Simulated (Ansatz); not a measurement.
## MgVCl2O in Ansatz: the effect of starting spin order

Crystal: MgVCl2O.

```
V Cl Mg O
1.0
     6.62034   -1.96158    0.00000
     6.62034    1.96158    0.00000
    -1.39572    0.00000    4.08633
V Cl Mg O
1 2 1 1
Direct
  0.00143 0.00143 0.97846
  0.63023 0.63023 0.11155
  0.36778 0.36778 0.84648
  0.49092 0.49092 0.46643
  0.99610 0.99610 0.47359
```

The cell comes from a database or a generator and needn't be the stable form of this composition.

Alike in all runs:

* Program: Ansatz 0.2.0
* Task: single point
* Functional: PBE
* Potentials or basis: Ansatz PAW
* Cutoff: 420 eV (not typed: the program's choice for these potentials)
* k mesh: 7 × 7 × 7
* Occupations: fermi-dirac, width 0.05 eV

Task: One run gave: energy over the lowest run 234.2 meV/atom; gap on the mesh none; pressure -4.6 GPa; largest force 0.39 eV/Å; final net moment 0.00 μB; final largest site moment 0.00 μB. Which starting spin order did it use?
A. spin off
B. random
C. fm

Result: A.

| starting spin order | spin | starting moments | energy over the lowest run (meV/atom) | gap on the mesh (eV) | pressure (GPa) | largest force (eV/Å) | final net moment (μB) | final largest site moment (μB) |
| --- | --- | --- | --- | --- | --- | --- | --- | --- |
| spin off | no spin polarisation | - | 234.2 | none | -4.6 | 0.39 | 0.00 | 0.00 |
| fm | collinear spin, ferromagnetic start | [2.0, 0.0, 0.0, 0.0, 0.0] μB | 0.0 | 0.52 | -1.8 | 0.30 | 3.00 | 2.18 |
| random | collinear spin, random start | [-1.19, 0.0, 0.0, 0.0, 0.0] μB | 0.0 | 0.52 | -1.8 | 0.30 | -3.00 | 2.18 |

Caveats: odd divisions of the mesh miss points on the zone boundary, where band edges often lie, so the gap on the mesh can be too wide (some runs); an odd number of electrons without spin polarisation forces a metal (some runs); a magnetic or distorted state may lie lower (some runs); semilocal functionals often make such compounds metallic where correlation or magnetic order opens a gap, which also shifts bond lengths (some runs).

A k mesh can miss the band edges.

A gap of «none» marks a metal or a gap under the smearing width.
